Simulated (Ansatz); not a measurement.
LiY3:

```
CELL_PARAMETERS angstrom
-2.36719 2.36719 5.32664
2.36719 -2.36719 5.32664
2.36719 2.36719 -5.32664
ATOMIC_POSITIONS crystal
Y 0.50000 0.50000 0.00000
Y 0.25000 0.75000 0.50000
Y 0.75000 0.25000 0.50000
Li 0.00000 0.00000 0.00000
```

The cell comes from a database or a generator and needn't be the stable form of this composition.

Base run:

```yaml
Program: Ansatz 0.2.0
Functional: PBE
Potentials_or_basis: Ansatz PAW
Cutoff: "420 eV (not typed: the program's choice for these potentials)"
k_mesh: 6 × 6 × 6
Occupations: fermi-dirac, width 0.05 eV
Spin: no spin polarisation
Hubbard_terms: Y d U = 4 eV
```

Its results: band gap on the k mesh none (metal or under the smearing width); pressure 5.8 GPa.

After a change of settings the same cell gave: band gap on the k mesh none (metal or under the smearing width); pressure 12.9 GPa. Which change was it?
A. hubbard terms from Y d U = 4 eV to none; hubbard projectors from ortho-atomic (the default) to none
B. hubbard terms from Y d U = 4 eV to Y d U = 6 eV
C. hubbard terms from Y d U = 4 eV to Y d U = 8 eV

C.

Caveats: U without spin polarisation on a metal has little footing; the U is typed as a test and isn't derived for this compound.
